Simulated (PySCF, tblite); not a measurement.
# C₇H₈F radical: geometry, infrared bands and EPR parameters

What infrared bands and EPR parameters should C₇H₈F radical (`C#CC/C([CH]F)=C\C`) show?

Computed with tblite 0.8.0 and PySCF 2.14.0, with density-fitted response routines of our own, on a single molecule in the gas phase. Atoms count from 0, in the outputs and in this text.

### 1 The starting structure

16 atoms, charge 0, multiplicity 2; geometry from: force field or distance geometry start.

Bonds of the start (Å): C0–C1 1.21, C1–C2 1.47, C2–C3 1.51, C3–C4 1.46, C4–F5 1.34, C3–C6 1.35, C6–C7 1.49, C0–H8 1.06, C2–H9 1.10, C2–H10 1.09, C4–H11 1.08, C6–H12 1.10, C7–H13 1.09, C7–H14 1.10, C7–H15 1.08.

### 2 Relaxing the molecule with GFN2-xTB

The job: settings as JSON, then the geometry in Å.

```
{"job": {"kind": "relax", "xc": "GFN2-xTB", "basis": "xTB"}, "charge": 0, "multiplicity": 2}
C      2.727900     1.183200    -0.503400
C      1.831400     0.395100    -0.687100
C      0.766000    -0.589500    -0.894500
C     -0.180200    -0.616700     0.281400
C      0.188600    -1.524000     1.359400
F      1.279400    -2.297900     1.251200
C     -1.320400     0.088500     0.393300
C     -1.857700     1.084300    -0.576700
H      3.508100     1.886600    -0.341200
H      0.210000    -0.334900    -1.811300
H      1.178200    -1.581900    -1.087100
H     -0.341100    -1.694500     2.279500
H     -1.941800    -0.031600     1.298600
H     -2.066400     2.022200    -0.067900
H     -2.806500     0.718300    -1.001000
H     -1.183000     1.301800    -1.391300
```

Launch:

```sh
OMP_NUM_THREADS=1 python probes_run.py task.json out
```

One launch serves the whole session: the jobs run in the order shown.

**Question.** This job is followed by: GFN2-xTB harmonic vibrations, gas phase; UKS B3LYP, pcH-1 on C F H, non-relativistic, mean-field spin-orbit, GIAO. Predict these results of the whole session: strongest single infrared mode (GFN2-xTB); zero-point energy (GFN2-xTB); g(iso) (B3LYP); ⟨S²⟩; largest a(iso) (averaged by class); potential on the surface of density 0.002 e/bohr³, 1st and 99th percentile.

The runs gave:

| quantity | value |
| --- | --- |
| strongest single infrared mode (GFN2-xTB) | 1077 cm⁻¹, 136 km/mol |
| zero-point energy (GFN2-xTB) | 76.5 kcal/mol |
| g(iso) (B3LYP) | 2.00332 |
| ⟨S²⟩ | 0.777 (exact 0.75) |
| largest a(iso) (averaged by class) | 19F on F5, 95.7 MHz |
| potential on the surface of density 0.002 e/bohr³, 1st and 99th percentile | -0.89 V and 1.29 V |

What this shows: The optimisation took 81 steps and gained 0.216 eV; among the close pairs (by a distance rule), C3–C4 changed most, from 1.456 to 1.374 Å. No mode is imaginary among the 42: a minimum at this level. The strongest single mode, at 1077 cm⁻¹, is spread over many atoms; the largest shares are those of C4, F5. Unscaled tight-binding wavenumbers are off by several per cent, some by more. Its intensities can rank the bands wrongly. The largest spin populations lie on C6 (0.68 e), C4 (0.58 e). The isotropic g lies 1.0 ppt above the free-electron value. These values are for one conformer; the search (at its own cheap level) found 2 more, at 0.79, 0.80 kcal/mol, and measured spectra average over such forms.
